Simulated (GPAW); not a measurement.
Crystal: BaZrO3.

```
Ba Zr O
1.0
     4.19134    0.00000    0.00000
     0.00000    4.19134    0.00000
     0.00000    0.00000    4.19134
Ba Zr O
1 1 3
Direct
  0.00000 0.00000 0.00000
  0.50000 0.50000 0.50000
  0.50000 0.50000 0.00000
  0.50000 0.00000 0.50000
  0.00000 0.50000 0.50000
```

Base run:

```yaml
Program: GPAW 26.7.0
Functional: PBEsol
Potentials_or_basis: PAW data sets generated in the run's folder for this functional
Cutoff: 800 eV
Basis: pw
k_mesh: 6 × 6 × 6
Occupations: fermi-dirac, width 0.05 eV
Spin: no spin polarisation
Hubbard_terms: Zr d U = 4 eV
```

Its results: band gap on the k mesh 3.90 eV, indirect (least direct gap 4.20 eV); pressure 2.2 GPa.

**Question.** The run is repeated on the same cell with these changes: hubbard terms from Zr d U = 4 eV to Zr d U = 2 eV. What comes out?

**Answer.** Band gap on the k mesh 3.50 eV, indirect (least direct gap 3.76 eV); pressure 0.2 GPa.

Caveats: spin-orbit coupling is left out, which moves the levels of the heavy elements.

Not every run made on this cell is shown here.
